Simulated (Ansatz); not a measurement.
# CH3ClInO radical: trial inputs and their diagnosis

Aim: try 4 inputs for CH3ClInO radical as typed, read how each ends, and find what has to change.

Computed with Ansatz 0.2.0, Gaussian basis. Level: the settings change from run to run.

1 further run of the same task is left out (for a known fault of the program).

## (1) The molecule

The structure was relaxed beforehand with PBE0-D4 in a triple-zeta def2 set. In takes a core potential in def2 sets; no spin-orbit term is included.

SMILES `C[O][In][Cl]`, 7 atoms, charge 0, spin multiplicity 2.

Atoms are counted from 1 here; the program's logs count them from 0.

Bond lengths: C1–O2 1.400 Å, C1–H5 1.096 Å, C1–H6 1.097 Å, C1–H7 1.097 Å, O2–In3 2.013 Å, In3–Cl4 2.359 Å. Angles: O2–C1–H5 107.5°, O2–C1–H6 112.9°, O2–C1–H7 112.9°, H5–C1–H6 107.5°, H5–C1–H7 107.5°, H6–C1–H7 108.3°, C1–O2–In3 126.3°, O2–In3–Cl4 113.7°.

Coordinates:

```
C     0.0913    1.1444    0.1872
O    -0.3445   -0.0824   -0.3271
In    0.3676   -1.9008    0.1628
Cl   -0.7003   -3.6732   -0.9709
H    -0.5011    1.9324   -0.2922
H    -0.0602    1.2313    1.2703
H     1.1473    1.3483   -0.0301
```

## (2) Try 1

Contents of in.yaml:

```yaml
crystal:
  periodic: [false, false, false]
  atoms:
    - {symbol: C, position_ang: [0.009882, 1.251237, 0.335516]}
    - {symbol: O, position_ang: [-0.277229, -0.098485, -0.389574]}
    - {symbol: In, position_ang: [0.371114, -1.920611, 0.477259]}
    - {symbol: Cl, position_ang: [-0.365621, -3.735398, -1.144834]}
    - {symbol: H, position_ang: [-0.387575, 2.257031, -0.206066]}
    - {symbol: H, position_ang: [-0.311815, 1.365990, 0.864661]}
    - {symbol: H, position_ang: [1.084643, 1.248148, -0.229851]}
basis:
  gaussian: {orbitals: STO-3G, fitting: {mean_field: cc-pVTZ-jkfit}}
magnetization: {spin_polarized: true, initial_magnetization: 1}
hamiltonian: {xc: {name: RPBE}}
```

Run with:

```console
$ ansatz run in.yaml --threads 4 --pin off --events-out ev --progress --plain --max-ram 10444MiB
```

What it wrote:

```text
Functional definition: RPBE
  name "RPBE"
  cite "Hammer, Hansen & Nørskov, Phys. Rev. B 59, 7413 (1999) doi:10.1103/PhysRevB.59.7413"
  cite "Perdew, Burke & Ernzerhof, Phys. Rev. Lett. 77, 3865 (1996) doi:10.1103/PhysRevLett.77.3865"
  parameter kappa = 0.804
  parameter beta = 0.06672455060314922
  exchange = rpbe_x(kappa = kappa, mu = beta*pi^2/3)
  correlation = pbe_c(beta = beta)
Error: <dir> the basis set cc-pVTZ-JKFIT has no functions for In
```

Run time: 0.05 s. Hardware: 4 threads of Intel Xeon Platinum 8488C, shared host.

**Diagnosis.** The program refused the input. The fitting set named has no entry for an element of this molecule. Cure: leave the fitting key out, or name a set that covers all elements and suits the basis. Its coordinates are also moved off the relaxed structure.

## (3) Try 2

Contents of in.yaml:

```yaml
crystal:
  periodic: [false, false, false]
  atoms:
    - {symbol: C, position_ang: [0.091302, 1.144393, 0.187160]}
    - {symbol: O, position_ang: [-0.344456, -0.082417, -0.327069]}
    - {symbol: In, position_ang: [0.367579, -1.900771, 0.162841]}
    - {symbol: Xx, position_ang: [-0.700300, -3.673166, -0.970944]}
    - {symbol: H, position_ang: [-0.501133, 1.932361, -0.292196]}
    - {symbol: H, position_ang: [-0.060247, 1.231294, 1.270344]}
    - {symbol: H, position_ang: [1.147257, 1.348317, -0.030134]}
basis:
  gaussian: {orbitals: x2c-TZVPPall}
magnetization: {spin_polarized: true, initial_magnetization: 3}
hamiltonian: {xc: {name: B2GP-PLYP}}
output: {forces: true}
```

Same command.

What it wrote:

```text
Error: YAML parse error: error: line 7 column 16: `Xx` is not an element symbol (H … Og, case-exact)
 --> <input>:7:16
  |
5 |     - {symbol: O, position_ang: [-0.344456, -0.082417, -0.327069]}
6 |     - {symbol: In, position_ang: [0.367579, -1.900771, 0.162841]}
7 |     - {symbol: Xx, position_ang: [-0.700300, -3.673166, -0.970944]}
  |                ^ `Xx` is not an element symbol (H … Og, case-exact)
8 |     - {symbol: H, position_ang: [-0.501133, 1.932361, -0.292196]}
9 |     - {symbol: H, position_ang: [-0.060247, 1.231294, 1.270344]}
  |
```

Wall time 0.05 s (4 threads of Intel Xeon Platinum 8488C, shared host).

**Diagnosis.** The program refused the input. An element symbol is wrong. It also asks for charge 0 and multiplicity 4, another species or state than the molecule above. Fix: correct the symbol, and set charge and spin to those of the species named.

## (4) Try 3

Contents of in.yaml:

```yaml
crystal:
  periodic: [false, false, false]
  atoms:
    - {symbol: C, position_ang: [0.110325, 1.176538, 0.218453]}
    - {symbol: O, position_ang: [-0.400853, -0.107436, -0.345407]}
    - {symbol: In, position_ang: [0.384758, -1.949692, 0.168701]}
    - {symbol: Cl, position_ang: [-0.706091, -3.619117, -0.974123]}
    - {symbol: H, position_ang: [-0.471157, 1.935799, -0.283593]}
    - {symbol: H, position_ang: [-0.045866, 1.228337, 1.279071]}
    - {symbol: H, position_ang: [1.187976, 1.355791, -0.020961]}
basis:
  gaussian: {orbitals: def2-SVPD}
magnetization: {spin_polarized: true, initial_magnetization: 1}
hamiltonian: {xc: {name: HF}}
correlation: {method: mp2, frozen_orbitals: {C: 0}}
scf: {lower_state_search: light}
output: {forces: true}
```

Same command.

What it wrote:

```text
Functional definition: HF
  name "HF"
  cite "Fock, Z. Phys. 61, 126 (1930) doi:10.1007/BF01340294"
  parent pbe
  exchange = exact_x
  correlation = 0
Error: "frozen_orbitals" has no count for O
```

It took 0.05 s on 4 threads of Intel Xeon Platinum 8488C, shared host.

Diagnosis: Refused before any calculation. Frozen orbitals are typed for one element alone, and the program wants a count for each. Its coordinates are also moved off the relaxed structure. Fix: leave frozen_orbitals out, or give every element a count that its core really has.

## (5) Try 4

Contents of in.yaml:

```yaml
crystal:
  periodic: [false, false, false]
  atoms:
    - {symbol: C, position_ang: [0.091302, 1.144393, 0.187160]}
    - {symbol: O, position_ang: [-0.344456, -0.082417, -0.327069]}
    - {symbol: In, position_ang: [0.367579, -1.900771, 0.162841]}
    - {symbol: Cl, position_ang: [-0.700300, -3.673166, -0.970944]}
    - {symbol: H, position_ang: [-0.501133, 1.932361, -0.292196]}
    - {symbol: H, position_ang: [-0.060247, 1.231294, 1.270344]}
    - {symbol: H, position_ang: [1.147257, 1.348317, -0.030134]}
basis:
  gaussian: {orbitals: def2-mTZVPP}
total_charge: 1
hamiltonian: {xc: {name: HF}}
correlation: {active_space: {window: {electrons: 3, orbitals: 2}}}
accuracy: high
```

The command is unchanged.

What it wrote:

```text
Functional definition: HF
  name "HF"
  cite "Fock, Z. Phys. 61, 126 (1930) doi:10.1007/BF01340294"
  parent pbe
  exchange = exact_x
  correlation = 0
2514 factors; integrals over basis functions are off by at most 2.3e-8 eV
mean field evaluation 1: about -20753.1506 eV, gradient 6.2e1 eV
mean field evaluation 2: about -20753.2197 eV, gradient 6.2e1 eV
mean field evaluation 4: about -20761.0237 eV, gradient 8.7e0 eV
mean field evaluation 8: about -20761.2497 eV, gradient 8.2e-1 eV
mean field evaluation 16: about -20761.2568 eV, gradient 2.5e-8 eV
mean field -20761.25679263 eV, -762.9621146440 hartree, gradient 1.9e-8 eV, S^2 0.000000; 0 other end points of the search recorded, 0 dependent functions left out
reference -20761.25679263 eV, -762.9621146440 hartree; 27, 27 occupied and 94, 94 virtual orbitals, 2514 factors
Error: 3 electrons in 2 orbitals form no window around the highest filled level of the reference
```

It took 1.8 s on 4 threads of Intel Xeon Platinum 8488C, shared host; peak memory 0.48 GiB.

**Diagnosis.** It ended in an error. The active space doesn't fit the electrons. It also asks for charge 1 and multiplicity 1, another species or state than the molecule above. Fix: choose a window whose electrons and orbitals fit the reference, and set charge and spin to those of the species named.

## (6) How the tries ended

```
try                   level                ended                                                                                    cause    time
  1             RPBE/STO-3G              refused                       the fitting set named has no entry for an element of this molecule  0.05 s
  2  B2GP-PLYP/x2c-TZVPPall              refused                                                               an element symbol is wrong  0.05 s
  3           MP2/def2-SVPD              refused  frozen orbitals are typed for one element alone, and the program wants a count for each  0.05 s
  4          HF/def2-mTZVPP  stopped by an error                                               the active space doesn't fit the electrons   1.8 s
```

In words: 3 refused, 1 stopped by an error. A refusal costs next to no computing time.
